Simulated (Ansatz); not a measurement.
**F₃H₃OSi₂: small, medium and large basis sets**

Aim: see how fast density functionals converge with the basis set for F₃H₃OSi₂.

Computed with Ansatz 0.2.0, Gaussian basis. Level: one geometry, several basis sets.

Levels to be run: PBE0-D4/def2-SVP; ωB97M-V/def2-SVP; PBE0-D4/def2-QZVPP; ωB97M-V/def2-QZVPP; the functionals' def2-TZVPP values are taken from earlier runs.

## Step 1: Structure used throughout

All runs share one geometry, relaxed beforehand with PBE0-D4 in a triple-zeta def2 set.

9 atoms, charge 0, spin multiplicity 1.

Atoms are counted from 1 here; the program's logs count them from 0.

Bond lengths: F1–Si2 1.568 Å, Si2–F3 1.570 Å, Si2–F4 1.570 Å, Si2–O5 1.585 Å, O5–Si6 1.646 Å, Si6–H7 1.482 Å, Si6–H8 1.482 Å, Si6–H9 1.480 Å. Angles: F1–Si2–F3 108.1°, F1–Si2–F4 108.1°, F1–Si2–O5 110.1°, F3–Si2–F4 107.8°, F3–Si2–O5 111.3°, F4–Si2–O5 111.3°, Si2–O5–Si6 156.2°, O5–Si6–H7 109.1°, O5–Si6–H8 109.1°, O5–Si6–H9 107.6°, H7–Si6–H8 110.2°, H7–Si6–H9 110.4°, H8–Si6–H9 110.5°.

## Step 2: PBE0-D4 in def2-SVP

Input file in.yaml:

```yaml
crystal:
  periodic: [false, false, false]
  atoms:
    - {symbol: F, position_ang: [2.246258, -1.593292, -0.042013]}
    - {symbol: Si, position_ang: [1.126574, -0.764032, -0.760815]}
    - {symbol: F, position_ang: [1.821529, 0.350220, -1.622131]}
    - {symbol: F, position_ang: [0.364342, -1.723082, -1.743272]}
    - {symbol: O, position_ang: [0.142056, -0.135237, 0.310349]}
    - {symbol: Si, position_ang: [-1.130358, 0.762742, 0.841836]}
    - {symbol: H, position_ang: [-2.381604, 0.220128, 0.261544]}
    - {symbol: H, position_ang: [-0.939772, 2.170455, 0.418928]}
    - {symbol: H, position_ang: [-1.160625, 0.665898, 2.318475]}
basis:
  gaussian: {orbitals: def2-SVP}
hamiltonian: {xc: pbe0, dispersion: d4}
output: {orbitals: {seedname: orbitals}}
```

The run is started by

```sh
ansatz run in.yaml --threads 4 --pin off --events-out ev --progress --plain --max-ram 10444MiB
```

After this run come: ωB97M-V in def2-SVP; PBE0-D4 in def2-QZVPP; ωB97M-V in def2-QZVPP.

**Question.** What will the summary of the whole plan be? Wanted: PBE0-D4: double and triple zeta above quadruple; ωB97M-V: double and triple zeta above quadruple.

**Answer**, as computed:

```
                                       quantity           value
PBE0-D4: double and triple zeta above quadruple  20.39, 1.17 eV
ωB97M-V: double and triple zeta above quadruple  20.53, 1.08 eV
```

What this shows: For PBE0-D4 the step from double to triple zeta gains 19.22 eV and the next only 1.17 eV. These are total energies; as a rule much of such shifts cancels in differences, which this series doesn't test. The LUMO of ωB97M-V is positive and keeps falling with the basis (2.03 to 0.99 eV): an unbound level that the basis holds in place.
